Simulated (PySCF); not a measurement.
# GaH5OSi: NMR shifts at several levels of theory

How much do the NMR shifts of GaH5OSi (`[SiH3][O][GaH2]`) depend on the level of theory, and what does each level cost?

The runs use PySCF 2.14.0, with density-fitted response routines of our own; the level of theory stands in each step. All values are computed, except where a source is named. Atoms count from 0, in the outputs and in this text.

1 further run of the same task is left out (for a known fault of the program).

### Step 1. Starting geometry

8 atoms, charge 0, multiplicity 1; geometry from: PBE0-D3(BJ)/def2-SVP.

Bonds of the start (Å): Si0–O1 1.65, O1–Ga2 1.79, Si0–H3 1.49, Si0–H4 1.50, Si0–H5 1.50, Ga2–H6 1.56, Ga2–H7 1.56.

### Step 2. NMR shieldings: HF/pcSseg-2

What the job is given:

```
{"job": {"kind": "nmr", "xc": "HF", "basis": "pcSseg-2", "pop": false}, "charge": 0, "multiplicity": 1}
Si     1.445705    -0.374086     0.324795
O     -0.002743    -0.400818    -0.470351
Ga    -1.580315     0.436857    -0.529703
H      2.565290    -0.487465    -0.658011
H      1.622419     0.899106     1.097444
H      1.535661    -1.518206     1.283983
H     -2.534002    -0.088932    -1.643497
H     -1.793092     1.571249     0.525473
```

With the program's defaults for keys left out, this is: GIAO HF/pcSseg-2 NMR shielding, non-relativistic, gas phase.

Run with:

```
$ OMP_NUM_THREADS=1 python probes_run.py task.json out
```

This one command runs all jobs of the session in turn.

The program printed:

```text
final grid: 63288 points
cycle   1  E = -2289.9685385226  dE = -8.019e-01  |g| = 8.455e-01  |ddm| = 1.933e+00
cycle   2  E = -2290.0240577253  dE = -5.552e-02  |g| = 6.860e-01  |ddm| = 5.770e-01
cycle   3  E = -2290.0801104063  dE = -5.605e-02  |g| = 5.671e-02  |ddm| = 2.408e-01
cycle   4  E = -2290.0813040640  dE = -1.194e-03  |g| = 1.629e-02  |ddm| = 7.630e-02
cycle   5  E = -2290.0813641019  dE = -6.004e-05  |g| = 7.197e-03  |ddm| = 1.490e-02
cycle   6  E = -2290.0813726254  dE = -8.524e-06  |g| = 1.193e-03  |ddm| = 4.569e-03
cycle   7  E = -2290.0813731829  dE = -5.575e-07  |g| = 3.406e-04  |ddm| = 1.292e-03
cycle   8  E = -2290.0813732490  dE = -6.609e-08  |g| = 8.039e-05  |ddm| = 4.891e-04
cycle   9  E = -2290.0813732534  dE = -4.490e-09  |g| = 1.819e-05  |ddm| = 1.260e-04
cycle  10  E = -2290.0813732537  dE = -2.437e-10  |g| = 3.737e-06  |ddm| = 3.087e-05
converged SCF energy = -2290.0813732537

GIAO shielding tensors (ppm)
atom      isotropic    diamagn.    paramagn.     s11        s22        s33       span
  0 Si     429.127     872.829    -443.702    391.556    398.050    497.777    106.221
  1 O      279.430     395.024    -115.595    178.664    270.955    388.670    210.007
  2 Ga    1567.486    2637.182   -1069.696   1437.629   1460.678   1804.152    366.523
  3 H       27.024      28.661      -1.637     24.017     25.155     31.898      7.881
  4 H       27.018      29.179      -2.161     23.893     25.623     31.538      7.645
  5 H       27.052      28.790      -1.738     24.027     25.160     31.970      7.944
  6 H       26.888      27.766      -0.878     21.174     21.579     37.912     16.738
  7 H       26.818      28.043      -1.225     21.197     21.934     37.322     16.125
```

Run time: 9.4 s. Hardware: 1 thread of Arm Neoverse V2, shared host; peak memory 0.85 GiB.

The references, computed at this level on geometries of the same kind, shield at (ppm): 1H TMS 31.68, 29Si TMS 383.0, 17O H2O 326.3, 71Ga GaH4- 1831. Their shielding less the atom's gives the shift. The references are single molecules in the gas phase, so shifts against H2O, NH3, PH3, H3PO4 or CFCl3 are not on the usual liquid scales and can be off by tens of ppm. Shifts against hydride references such as AlH4− lie on their own scale. Atoms listed in one row are averaged.

```csv
atoms,environment,σ (ppm),δ (ppm)
"H6, H7",hydrogen on a Ga bonded to O,26.85,4.83
"H3, H4, H5",hydrogen on a silicon bonded to O,27.03,4.65
Si0,"silicon bonded to O, 3 H",429.1,-46.2
O1,"oxygen bonded to Ga, Si",279.4,46.9
Ga2,"Ga bonded to O, 2 H",1567,263
```

### Step 3. Shielding tensors: LDA/pcSseg-2

Settings changed since step 2:

```diff
@@ -1,2 +1,2 @@
-{"job": {"kind": "nmr", "xc": "HF", "basis": "pcSseg-2", "pop": false}, "charge": 0, "multiplicity": 1}
+{"job": {"kind": "nmr", "xc": "LDA", "basis": "pcSseg-2", "pop": false}, "charge": 0, "multiplicity": 1}
 Si     1.445705    -0.374086     0.324795
```

Method: GIAO LDA/pcSseg-2 NMR shielding, non-relativistic, gas phase.

The program printed:

```text
coarse grid: 31368 points
cycle   1  E = -2287.6859783198  dE = -3.782e-01  |g| = 1.828e+00  |ddm| = 2.064e+00
cycle   2  E = -2284.6581044106  dE =  3.028e+00  |g| = 4.134e+00  |ddm| = 2.797e+00
cycle   3  E = -2287.7415563790  dE = -3.083e+00  |g| = 1.108e+00  |ddm| = 2.737e+00
cycle   4  E = -2287.9732643535  dE = -2.317e-01  |g| = 1.911e-01  |ddm| = 5.487e-01
cycle   5  E = -2287.9774781572  dE = -4.214e-03  |g| = 1.033e-01  |ddm| = 2.326e-01
cycle   6  E = -2287.9797221870  dE = -2.244e-03  |g| = 2.245e-02  |ddm| = 9.777e-02
cycle   7  E = -2287.9798191081  dE = -9.692e-05  |g| = 5.411e-03  |ddm| = 1.786e-02
cycle   8  E = -2287.9798247676  dE = -5.659e-06  |g| = 1.051e-03  |ddm| = 3.653e-03
final grid: 63288 points
cycle   9  E = -2287.9798138665  dE =  1.250e-06  |g| = 2.870e-03  |ddm| = 2.436e-03
cycle  10  E = -2287.9798026817  dE =  1.118e-05  |g| = 8.308e-03  |ddm| = 5.317e-03
cycle  11  E = -2287.9798154287  dE = -1.275e-05  |g| = 1.701e-04  |ddm| = 3.841e-03
cycle  12  E = -2287.9798154392  dE = -1.051e-08  |g| = 2.809e-05  |ddm| = 2.267e-04
cycle  13  E = -2287.9798154393  dE = -1.055e-10  |g| = 6.647e-06  |ddm| = 1.513e-05
converged SCF energy = -2287.9798154393

GIAO shielding tensors (ppm)
atom      isotropic    diamagn.    paramagn.     s11        s22        s33       span
  0 Si     336.911     877.974    -541.064    276.228    285.274    449.230    173.002
  1 O      182.426     390.958    -208.532      1.760    174.739    370.779    369.019
  2 Ga    1181.317    2638.369   -1457.052    970.274   1153.731   1419.945    449.671
  3 H       25.000      27.616      -2.617     22.139     23.240     29.621      7.482
  4 H       24.885      28.120      -3.235     22.052     23.251     29.351      7.299
  5 H       25.005      27.750      -2.745     22.110     23.153     29.752      7.641
  6 H       24.563      26.537      -1.975     18.988     19.201     35.500     16.511
  7 H       24.377      26.658      -2.281     18.961     19.261     34.908     15.947
```

It took 16 s on 1 thread of Arm Neoverse V2, shared host; peak memory 0.86 GiB.

Key values: δ Si0 -33.9, O1 151.9, Ga2 479, H6 6.30, H3 5.81 ppm (means over like atoms).

### Step 4. Nuclear shieldings: PBE/pcSseg-2

Settings changed since step 3:

```diff
@@ -1,2 +1,2 @@
-{"job": {"kind": "nmr", "xc": "LDA", "basis": "pcSseg-2", "pop": false}, "charge": 0, "multiplicity": 1}
+{"job": {"kind": "nmr", "xc": "PBE", "basis": "pcSseg-2", "pop": false}, "charge": 0, "multiplicity": 1}
 Si     1.445705    -0.374086     0.324795
```

Level: GIAO PBE/pcSseg-2 NMR shielding, non-relativistic, gas phase.

The program printed:

```text
coarse grid: 31368 points
cycle   1  E = -2291.9004101365  dE = -3.782e-01  |g| = 1.746e+00  |ddm| = 2.089e+00
cycle   2  E = -2288.9691757438  dE =  2.931e+00  |g| = 3.996e+00  |ddm| = 2.850e+00
cycle   3  E = -2291.9794347021  dE = -3.010e+00  |g| = 1.028e+00  |ddm| = 2.776e+00
cycle   4  E = -2292.1818235106  dE = -2.024e-01  |g| = 1.985e-01  |ddm| = 5.400e-01
cycle   5  E = -2292.1855347027  dE = -3.711e-03  |g| = 9.535e-02  |ddm| = 2.070e-01
cycle   6  E = -2292.1874344939  dE = -1.900e-03  |g| = 2.060e-02  |ddm| = 8.740e-02
cycle   7  E = -2292.1875143913  dE = -7.990e-05  |g| = 5.116e-03  |ddm| = 1.568e-02
cycle   8  E = -2292.1875193170  dE = -4.926e-06  |g| = 1.036e-03  |ddm| = 2.976e-03
final grid: 63288 points
cycle   9  E = -2292.1875188811  dE =  1.217e-06  |g| = 2.800e-03  |ddm| = 2.541e-03
cycle  10  E = -2292.1875088221  dE =  1.006e-05  |g| = 7.825e-03  |ddm| = 5.283e-03
cycle  11  E = -2292.1875204084  dE = -1.159e-05  |g| = 2.687e-04  |ddm| = 3.752e-03
cycle  12  E = -2292.1875204193  dE = -1.090e-08  |g| = 6.603e-05  |ddm| = 1.690e-04
cycle  13  E = -2292.1875204199  dE = -5.316e-10  |g| = 5.187e-06  |ddm| = 4.193e-05
converged SCF energy = -2292.1875204199

GIAO shielding tensors (ppm)
atom      isotropic    diamagn.    paramagn.     s11        s22        s33       span
  0 Si     362.526     877.369    -514.844    308.215    317.120    462.242    154.027
  1 O      193.819     391.640    -197.821     29.778    189.495    362.185    332.407
  2 Ga    1273.112    2638.590   -1365.478   1112.881   1214.418   1492.037    379.156
  3 H       25.695      28.212      -2.517     22.806     23.941     30.337      7.531
  4 H       25.572      28.801      -3.228     22.701     23.973     30.043      7.342
  5 H       25.693      28.377      -2.684     22.775     23.853     30.451      7.676
  6 H       25.360      27.308      -1.947     19.813     19.987     36.282     16.469
  7 H       25.172      27.511      -2.339     19.794     20.005     35.718     15.924
```

It took 19 s on 1 thread of Arm Neoverse V2, shared host; peak memory 0.75 GiB.

Key values: δ Si0 -39.1, O1 134.1, Ga2 404, H6 5.91, H3 5.52 ppm (means over like atoms).

### Step 5. Nuclear shieldings: BLYP/pcSseg-2

Settings changed since step 4:

```diff
@@ -1,2 +1,2 @@
-{"job": {"kind": "nmr", "xc": "PBE", "basis": "pcSseg-2", "pop": false}, "charge": 0, "multiplicity": 1}
+{"job": {"kind": "nmr", "xc": "BLYP", "basis": "pcSseg-2", "pop": false}, "charge": 0, "multiplicity": 1}
 Si     1.445705    -0.374086     0.324795
```

Method: GIAO BLYP/pcSseg-2 NMR shielding, non-relativistic, gas phase.

The program printed:

```text
coarse grid: 31368 points
cycle   1  E = -2292.4646850355  dE = -3.517e-01  |g| = 1.809e+00  |ddm| = 2.096e+00
cycle   2  E = -2289.2081648411  dE =  3.257e+00  |g| = 4.153e+00  |ddm| = 3.164e+00
cycle   3  E = -2292.5493136512  dE = -3.341e+00  |g| = 1.074e+00  |ddm| = 3.089e+00
cycle   4  E = -2292.7722351565  dE = -2.229e-01  |g| = 2.144e-01  |ddm| = 5.717e-01
cycle   5  E = -2292.7765048317  dE = -4.270e-03  |g| = 1.052e-01  |ddm| = 2.259e-01
cycle   6  E = -2292.7788070336  dE = -2.302e-03  |g| = 2.206e-02  |ddm| = 9.704e-02
cycle   7  E = -2292.7788984800  dE = -9.145e-05  |g| = 5.169e-03  |ddm| = 1.745e-02
cycle   8  E = -2292.7789035827  dE = -5.103e-06  |g| = 1.024e-03  |ddm| = 3.141e-03
final grid: 63288 points
cycle   9  E = -2292.7789032006  dE =  1.164e-06  |g| = 2.754e-03  |ddm| = 2.629e-03
cycle  10  E = -2292.7788930890  dE =  1.011e-05  |g| = 7.865e-03  |ddm| = 5.261e-03
cycle  11  E = -2292.7789046625  dE = -1.157e-05  |g| = 3.009e-04  |ddm| = 3.742e-03
cycle  12  E = -2292.7789046760  dE = -1.344e-08  |g| = 7.202e-05  |ddm| = 1.850e-04
cycle  13  E = -2292.7789046767  dE = -6.871e-10  |g| = 5.575e-06  |ddm| = 4.894e-05
converged SCF energy = -2292.7789046767

GIAO shielding tensors (ppm)
atom      isotropic    diamagn.    paramagn.     s11        s22        s33       span
  0 Si     356.623     876.727    -520.104    304.137    313.156    452.576    148.439
  1 O      181.960     392.859    -210.899     16.103    176.683    353.092    336.990
  2 Ga    1262.397    2638.284   -1375.887   1100.111   1211.516   1475.564    375.453
  3 H       26.019      28.415      -2.396     23.148     24.288     30.620      7.473
  4 H       25.898      28.954      -3.057     23.046     24.339     30.309      7.262
  5 H       26.017      28.562      -2.545     23.122     24.199     30.730      7.608
  6 H       25.556      27.467      -1.911     20.030     20.194     36.445     16.416
  7 H       25.361      27.587      -2.226     19.984     20.211     35.887     15.903
```

Wall time 19 s (1 thread of Arm Neoverse V2, shared host); peak memory 0.87 GiB.

This run: δ Si0 -47.0, O1 143.2, Ga2 398, H6 5.92, H3 5.40 ppm (means over like atoms).

### Step 6. Nuclear shieldings: BP86/pcSseg-2

Settings changed since step 5:

```diff
@@ -1,2 +1,2 @@
-{"job": {"kind": "nmr", "xc": "BLYP", "basis": "pcSseg-2", "pop": false}, "charge": 0, "multiplicity": 1}
+{"job": {"kind": "nmr", "xc": "BP86", "basis": "pcSseg-2", "pop": false}, "charge": 0, "multiplicity": 1}
 Si     1.445705    -0.374086     0.324795
```

With the program's defaults for keys left out, this is: GIAO BP86/pcSseg-2 NMR shielding, non-relativistic, gas phase.

The program printed:

```text
coarse grid: 31368 points
cycle   1  E = -2292.7309831829  dE = -3.756e-01  |g| = 1.744e+00  |ddm| = 2.077e+00
cycle   2  E = -2289.8097836566  dE =  2.921e+00  |g| = 4.002e+00  |ddm| = 2.732e+00
cycle   3  E = -2292.8170023986  dE = -3.007e+00  |g| = 1.006e+00  |ddm| = 2.653e+00
cycle   4  E = -2293.0121947160  dE = -1.952e-01  |g| = 2.090e-01  |ddm| = 5.393e-01
cycle   5  E = -2293.0161350480  dE = -3.940e-03  |g| = 9.570e-02  |ddm| = 2.064e-01
cycle   6  E = -2293.0180520080  dE = -1.917e-03  |g| = 2.233e-02  |ddm| = 8.777e-02
cycle   7  E = -2293.0181443661  dE = -9.236e-05  |g| = 5.792e-03  |ddm| = 1.624e-02
cycle   8  E = -2293.0181507550  dE = -6.389e-06  |g| = 1.182e-03  |ddm| = 3.084e-03
final grid: 63288 points
cycle   9  E = -2293.0181470308  dE =  1.584e-06  |g| = 3.176e-03  |ddm| = 2.855e-03
cycle  10  E = -2293.0181340114  dE =  1.302e-05  |g| = 8.913e-03  |ddm| = 5.898e-03
cycle  11  E = -2293.0181489948  dE = -1.498e-05  |g| = 2.536e-04  |ddm| = 4.188e-03
cycle  12  E = -2293.0181490064  dE = -1.157e-08  |g| = 7.169e-05  |ddm| = 1.856e-04
cycle  13  E = -2293.0181490069  dE = -5.007e-10  |g| = 5.920e-06  |ddm| = 3.742e-05
converged SCF energy = -2293.0181490069

GIAO shielding tensors (ppm)
atom      isotropic    diamagn.    paramagn.     s11        s22        s33       span
  0 Si     361.567     877.358    -515.791    308.274    317.165    459.261    150.987
  1 O      192.107     391.731    -199.623     27.299    188.649    360.374    333.076
  2 Ga    1261.785    2638.748   -1376.963   1097.923   1208.032   1479.399    381.476
  3 H       25.777      28.239      -2.463     22.892     24.026     30.413      7.522
  4 H       25.650      28.815      -3.164     22.758     24.073     30.120      7.362
  5 H       25.772      28.398      -2.626     22.862     23.937     30.517      7.654
  6 H       25.346      27.279      -1.933     19.794     19.989     36.254     16.459
  7 H       25.154      27.454      -2.299     19.778     19.987     35.698     15.920
```

Wall time 19 s (1 thread of Arm Neoverse V2, shared host); peak memory 0.81 GiB.

In short: δ Si0 -39.5, O1 134.0, Ga2 403, H6 5.98, H3 5.50 ppm (means over like atoms).

[end of part 1 of 2]
